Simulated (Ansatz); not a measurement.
# BGeC (doublet): geometry optimisation

Where does this start of BGeC (doublet) end when it is relaxed?

Computed with Ansatz 0.2.0, Gaussian basis. Level: UKS PBE0/def2-TZVP.

## Step 1: Where the work starts

3 atoms, charge 0, spin multiplicity 2.

Atoms are counted from 1 here; the program's logs count them from 0.

Bond lengths: B1–C2 1.368 Å, C2–Ge3 1.789 Å. Angles: B1–C2–Ge3 180.0°.

The start was built by rule and, where that kept it together, relaxed with GFN2-xTB. Sticks and bond lists go by distance. No spin-orbit coupling is included. 

## Step 2: The run

in.yaml

```yaml
crystal:
  periodic: [false, false, false]
  atoms:
    - {symbol: B, position_ang: [0.000000, 0.000000, -1.508286]}
    - {symbol: C, position_ang: [0.000000, 0.000000, -0.140295]}
    - {symbol: Ge, position_ang: [0.000000, 0.000000, 1.648581]}
basis:
  gaussian: {orbitals: def2-TZVP}
magnetization: {spin_polarized: true, initial_magnetization: 1}
hamiltonian: {xc: pbe0}
relax: {f_tol: 0.004, max_steps: 80}
```

Run with:

```sh
> ansatz run in.yaml --threads 1 --pin off --events-out ev --progress --plain --max-ram 2176MiB
```

What does the calculation give? Wanted: energy gained; shift from the start; total energy; dipole moment; ⟨S²⟩.

As calculated:

| quantity | value |
| --- | --- |
| steps | 5 |
| energy gained | 0.015 eV |
| shift from the start (rms) | 0.014 Å |
| total energy | -58217.6567 eV |
| dipole moment | 1.03 D |
| ⟨S²⟩ | 0.792 |

The bonds of the start are those of the end. C2–Ge3 went from 1.789 to 1.758 Å. No vibrations were run, so this is a stationary point, not a proven minimum, and this spin need not be the ground state's.
